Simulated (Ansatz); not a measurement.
# Y3Se: the cost of one run

Method: DFT PBE, scalar-relativistic, plane waves, PAW, in Ansatz 0.2.0.

1 further run of the same task is left out (it didn't finish).

**1. The structure to begin with**

It takes space group I4/mmm (No. 139, tetragonal). The conventional cell has a = 4.572 Å, b = 4.572 Å, c = 10.212 Å, α = 90.00°, β = 90.00°, γ = 90.00°. Y (site symmetry 4/mmm) is surrounded by 4 Se at 3.23 Å and 8 Y at 3.43 Å. Y (site symmetry -4m2) has 8 Y at 3.23 to 3.43 Å and 4 Se at 3.43 Å as nearest neighbours. Se (site symmetry 4/mmm) has 12 Y at 3.23 to 3.43 Å as nearest neighbours.

Structure file:

```
CELL_PARAMETERS angstrom
-2.28584 2.28584 5.10604
2.28584 -2.28584 5.10604
2.28584 2.28584 -5.10604
ATOMIC_POSITIONS crystal
Y 0.50000 0.50000 0.00000
Y 0.25000 0.75000 0.50000
Y 0.75000 0.25000 0.50000
Se 0.00000 0.00000 0.00000
```

This is candidate A: TiAl3 (D0_22) type (I4/mmm, No. 139).

(A quick probe on a coarse mesh, which set the mesh and smearing, is not shown.)

**3. The relaxation (candidate A)**

input.yaml reads:

```yaml
crystal:
  lattice:
    - [-2.2858438293, 2.2858438293, 5.1060407614]
    - [2.2858438293, -2.2858438293, 5.1060407614]
    - [2.2858438293, 2.2858438293, -5.1060407614]
  atoms:
    - { symbol: "Y", position: [0.5, 0.5, 0.0] }
    - { symbol: "Y", position: [0.25, 0.75, 0.5] }
    - { symbol: "Y", position: [0.75, 0.25, 0.5] }
    - { symbol: Se, position: [0.0, 0.0, 0.0] }
basis:
  ecutwfc: 420
kpoints:
  mp_grid: { grid: [14, 14, 14] }
hamiltonian:
  xc: pbe
scf:
  occupations: { method: gaussian, width: 0.1 }
output:
  forces: true
  stress: true
  eigenvalues: true
relax:
  adjacent_minimum: "off"
  f_tol: 0.01
  max_steps: 80
  cell: { stress_tol: 0.05 }
```

On the command line:

```console
> ansatz run input.yaml --threads 1 --pin off --max-ram 2560MiB --backend cpu --events-out ev --progress --plain --runs-dir out
```

What time and memory should one allow on 1 thread of Arm Neoverse V1, shared host?

About 4.5 min, with a peak of 0.84 GiB.
